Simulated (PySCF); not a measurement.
**Towards the basis-set limit for GaP**

What constants does extrapolated CCSD(T) give for GaP, and what does each step add?

The runs use PySCF 2.14.0; CCSD(T) on ROHF, scalar-relativistic core potentials.

**1. Set-up**

- molecule: GaP
- state: triplet, unpaired electrons π ↑↑
- smaller basis: Ga cc-pwCVDZ-PP with ECP10, P aug-cc-pV(D+d)Z
- larger basis: Ga cc-pwCVTZ-PP with ECP10, P aug-cc-pV(T+d)Z
- frozen core orbitals: 9
- extrapolation: correlation as n⁻³ (n = 2, 3), Hartree–Fock as (n+1)·exp(−9√n)
- corrections: none
- distances (Å): 2.1748, 2.2737, 2.3725, 2.4714, 2.5702, 2.6938, 2.8174
- masses (u): 68.9256, 30.9738
- dissociation limit: Ga + P

Started as:

```sh
> OMP_NUM_THREADS=4 python comp.py task.json out
```

**2. Coupled cluster at each distance**

Before running it: what results should come out? Wanted: for each run, Re; ωe; ωexe; αe; De.

The runs gave:

```tsv
level	Re (Å)	ωe (cm⁻¹)	ωexe (cm⁻¹)	αe (cm⁻¹)	De (eV)
CCSD(T), smaller basis	2.4816	275.3	1.06	0.000752	1.670
CCSD(T), larger basis	2.4529	290.8	1.09	0.000723	1.929
HF/CBS	2.4663	295.5	0.952	0.000670	0.937
MP2/CBS	2.4260	303.1	0.998	0.000691	1.948
CCSD/CBS	2.4410	299.0	1.05	0.000701	1.917
CCSD(T)/CBS	2.4442	295.8	1.08	0.000713	2.033
```

**Reading.** The last step gives Re = 2.4442 Å, ωe = 295.8 cm⁻¹ and De = 2.033 eV; the smaller basis alone is off from it by +37.4 mÅ and -0.36 eV. Near the minimum the mean field binds by 0.94 eV and correlation adds 1.09 eV of binding. T1 is 0.020. Spin–orbit coupling and excitations beyond (T) are left out.
